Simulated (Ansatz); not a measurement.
# WSe2: the cost of one run

Program: Ansatz 0.2.0. Level of theory: DFT LDA+U (U = 4 eV, J = 0.9 eV on W d, around-mean-field double counting), plane waves, PAW, no spin–orbit coupling unless a run says so. These are calculated values, not measurements.

## (1) Starting point

Symmetry: P6_3/mmc, No. 194, hexagonal system. The conventional cell has a = 3.290 Å, b = 3.290 Å, c = 12.970 Å, α = 90.00°, β = 90.00°, γ = 120.00°. W (site symmetry -6m2) is surrounded by 6 Se at 2.53 Å. Se (site symmetry 3m) is surrounded by 3 W at 2.53 Å.

Structure file:

```
W Se
1.0
     3.29000    0.00000    0.00000
    -1.64500    2.84922    0.00000
     0.00000    0.00000   12.97000
W Se
2 4
Cartesian
  0.0000 1.8995 3.2425
  1.6450 0.9497 9.7275
  0.0000 1.8995 8.0544
  1.6450 0.9497 1.5694
  0.0000 1.8995 11.4006
  1.6450 0.9497 4.9156
```

Magnetic order typed: opposed in the cell.

## (2) From atoms, symmetry kept, no search

input.yaml reads:

```yaml
crystal:
  lattice:
    - [3.28999882, 0.0, 0.0]
    - [-1.64499941, 2.84922255, 0.0]
    - [0.0, 0.0, 12.97000144]
  atoms:
    - { symbol: W, position: [0.3333333333, 0.6666666667, 0.25], spin: 2.0 }
    - { symbol: W, position: [0.6666666667, 0.3333333333, 0.75], spin: -2.0 }
    - { symbol: Se, position: [0.3333333333, 0.6666666667, 0.621] }
    - { symbol: Se, position: [0.6666666667, 0.3333333333, 0.121] }
    - { symbol: Se, position: [0.3333333333, 0.6666666667, 0.879] }
    - { symbol: Se, position: [0.6666666667, 0.3333333333, 0.379] }
basis:
  ecutwfc: 420
  ecutrho_ratio: 4
kpoints:
  mp_grid: { grid: [7, 7, 2] }
hamiltonian:
  xc: lda
  hubbard:
    sites:
      - { site: 0, l: d, u: 4.0, j: 0.9 }
      - { site: 1, l: d, u: 4.0, j: 0.9 }
    double_counting: amf
scf:
  occupations: { method: gaussian, width: 0.05 }
  lower_state_search: "off"
  max_iter: 150
output:
  forces: true
  stress: true
  eigenvalues: true
  populations: true
  hubbard: { sites: [{ site: 0, l: d }, { site: 1, l: d }] }
magnetization:
  spin_polarized: true
```

Command:

```sh
ansatz run input.yaml --threads 4 --pin off --max-ram 6144MiB --backend cpu --events-out ev --progress --plain --runs-dir out
```

What time and memory should one allow on 4 threads of Arm Neoverse V2, shared host?

About 11 s, with a peak of 0.56 GiB.
